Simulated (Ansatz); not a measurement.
**CH₆ClFSi₂: basis-set convergence**

One table from this session's results is given with a row withheld; the runs are named, their logs left out.

Computed with Ansatz 0.2.0, Gaussian basis. Level: one geometry, several basis sets.

The runs, in order: PBE0-D4/def2-SVP; ωB97M-V/def2-SVP; PBE0-D4/def2-QZVPP; ωB97M-V/def2-QZVPP; the functionals' def2-TZVPP values are taken from earlier runs.

## Structure used throughout

An earlier PBE0-D4 in a triple-zeta def2 set relaxation fixed the geometry.

SMILES `C[SiH](Cl)[SiH2]F`, 11 atoms, charge 0, spin multiplicity 1.

Atoms are counted from 1 here; the program's logs count them from 0.

Bond lengths: C1–Si2 1.861 Å, C1–H6 1.092 Å, C1–H7 1.092 Å, C1–H8 1.094 Å, Si2–Cl3 2.073 Å, Si2–Si4 2.345 Å, Si2–H9 1.486 Å, Si4–F5 1.609 Å, Si4–H10 1.485 Å, Si4–H11 1.487 Å. Angles: Si2–C1–H6 111.0°, Si2–C1–H7 110.6°, Si2–C1–H8 109.8°, H6–C1–H7 108.6°, H6–C1–H8 108.4°, H7–C1–H8 108.4°, C1–Si2–Cl3 109.7°, C1–Si2–Si4 113.7°, C1–Si2–H9 110.7°, Cl3–Si2–Si4 103.6°, Cl3–Si2–H9 106.9°, Si4–Si2–H9 111.7°, Si2–Si4–F5 110.1°, Si2–Si4–H10 111.3°, Si2–Si4–H11 110.2°, F5–Si4–H10 108.0°, F5–Si4–H11 107.8°, H10–Si4–H11 109.3°.

The first run:

in.yaml reads:

```yaml
crystal:
  periodic: [false, false, false]
  atoms:
    - {symbol: C, position_ang: [-1.249313, -0.801434, 0.946803]}
    - {symbol: Si, position_ang: [0.385555, 0.059396, 0.720619]}
    - {symbol: Cl, position_ang: [1.932089, -1.274989, 1.074834]}
    - {symbol: Si, position_ang: [0.773844, 0.786310, -1.474452]}
    - {symbol: F, position_ang: [-0.383555, 1.806302, -1.931557]}
    - {symbol: H, position_ang: [-1.345530, -1.643587, 0.258829]}
    - {symbol: H, position_ang: [-1.348949, -1.174061, 1.968573]}
    - {symbol: H, position_ang: [-2.066629, -0.101258, 0.752709]}
    - {symbol: H, position_ang: [0.535498, 1.166211, 1.701316]}
    - {symbol: H, position_ang: [2.077088, 1.489686, -1.588050]}
    - {symbol: H, position_ang: [0.755302, -0.369577, -2.409125]}
basis:
  gaussian: {orbitals: def2-SVP}
hamiltonian: {xc: pbe0, dispersion: d4}
output: {orbitals: {seedname: orbitals}}
```

Started as:

```bash
> ansatz run in.yaml --threads 4 --pin off --events-out ev --progress --plain --max-ram 10444MiB
```

Steps of the session up to this table: PBE0-D4 in def2-SVP; ωB97M-V in def2-SVP; PBE0-D4 in def2-QZVPP; ωB97M-V in def2-QZVPP.

One table of the session follows, with a row left open; its other results are not shown here.

It belongs to the step «Functionals by basis». 

| functional | basis | HOMO (eV) |
| --- | --- | --- |
| PBE0-D4 | def2-SVP | -7.96 |
| PBE0-D4 | def2-TZVPP | ? |
| PBE0-D4 | def2-QZVPP | -8.04 |
| ωB97M-V | def2-SVP | -9.97 |
| ωB97M-V | def2-TZVPP | -10.07 |
| ωB97M-V | def2-QZVPP | -10.10 |

Q: Estimate the row for PBE0-D4, def2-TZVPP from the others.

As computed: HOMO (eV): -8.02. In the column «HOMO (eV)» it lies between PBE0-D4, def2-QZVPP (-8.04) and PBE0-D4, def2-SVP (-7.96).
